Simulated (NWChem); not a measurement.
# BrCl (SMILES ClBr) at TPSSh/def2-TZVP

What is the vertical ionisation energy of BrCl at TPSSh/def2-TZVP? 

The calculation is run with NWChem 7.3.0.

2 further runs of the same task are left out: 2 that didn't finish.

**1. The system as given**

BrCl has 2 atoms, charge 0, and is taken as a singlet. As SMILES, `ClBr`. The bond length is the measured one.

Bond lengths: Cl1–Br2 2.136 Å.

**2. The energy at TPSSh/def2-TZVP**

brcl.nw reads:

```
start brcl
title "bromine chloride"
memory stack 880 mb heap 220 mb global 1100 mb

geometry units angstroms noautosym nocenter noautoz
  Cl     0.000000     0.000000     0.000000
  Br     0.000000     0.000000     2.136065
end

basis spherical bse
  Cl library def2-TZVP
  Br library def2-TZVP
end

dft
  xc xctpssh
  grid fine
  convergence energy 1e-08
  maxiter 100
  mulliken
  print low
end

task dft energy
```

Started as:

```bash
$ nwchem brcl.nw > brcl.out
```

The log of the run:

```text
[...]
 d= 0,ls=0.0,diis     1  -3034.2467531098 -3.18D+03  5.89D-03  6.91D-01     1.9
[...]
 d= 0,ls=0.0,diis     8  -3034.2766113406 -7.30D-10  2.41D-06  1.12D-07    10.1
         Total DFT energy =    -3034.276611340626
      One electron energy =    -4510.249665618755
           Coulomb energy =     1448.046333672188
    Exchange-Corr. energy =     -119.475377717294
 Nuclear repulsion energy =      147.402098323235
[...]
      Total Density - Mulliken Population Analysis
     ---------------------------------------------
    Atom       Charge   Shell Charges
 -----------   ------   -------------------------------------------------------
    1 Cl  17    17.07   2.01  0.44  1.52  1.16  0.84  4.18  1.67  1.10  2.78  1.30  0.01  0.05  0.01
    2 Br  35    34.93   2.00  2.01  1.16  0.78  1.09  0.94  6.00  5.92  1.30  2.65  1.01  8.94  1.02  0.05  0.07  0.01
[...]
```

Wall time 11 s (1 thread of AMD EPYC 9R45 (Zen 5), shared host); peak memory 0.11 GiB.

**3. The doublet cation, same level**

test.nw reads:

```
start test
memory 2200 mb
charge 1

geometry noautosym nocenter noautoz
Cl       0.000000       0.000000       0.000000
Br       0.000000       0.000000       2.136065
end

basis spherical bse
Cl library def2-TZVP
Br library def2-TZVP
end

dft
xc xctpssh
mult 2
grid fine
convergence energy 1e-08
maxiter 100
mulliken
print low
end

task dft energy
```

Started as:

```bash
$ nwchem test.nw > test.out
```

The log of the run:

```text
[...]
 d= 0,ls=0.0,diis     1  -3033.5716693981 -3.18D+03  1.08D-02  2.54D+00     2.1
[...]
 d= 0,ls=0.0,diis    13  -3033.8775983378 -1.06D-09  2.02D-07  7.19D-11    19.2
[...]
         Total DFT energy =    -3033.877598337754
      One electron energy =    -4493.949804788033
           Coulomb energy =     1431.794994823249
    Exchange-Corr. energy =     -119.124886696204
 Nuclear repulsion energy =      147.402098323235
[...]
      Total Density - Mulliken Population Analysis
     ---------------------------------------------
    Atom       Charge   Shell Charges
 -----------   ------   -------------------------------------------------------
    1 Cl  17    16.63   2.01  0.44  1.52  1.22  0.79  4.18  1.67  1.06  2.72  0.95  0.01  0.06  0.01
    2 Br  35    34.37   2.00  2.01  1.16  0.77  1.16  0.87  6.00  5.92  1.24  2.52  0.61  8.95  1.01  0.05  0.07  0.01
[...]
      <S2> =      0.7532 (Exact =     0.7500)
[...]
```

It took 20 s on 1 thread of AMD EPYC 9R45 (Zen 5), shared host; peak memory 0.11 GiB.

**4. Results**

Level: TPSSh/def2-TZVP.

| quantity | value |
| --- | --- |
| singlet BrCl: total energy | -3034.27661 Eh |
| doublet cation: total energy | -3033.87760 Eh |
| doublet cation: ⟨S²⟩ | 0.753 |
| vertical ionisation energy (to the doublet cation) | 10.858 eV |

In words: The vertical ionisation energy comes to 10.86 eV (250 kcal/mol).
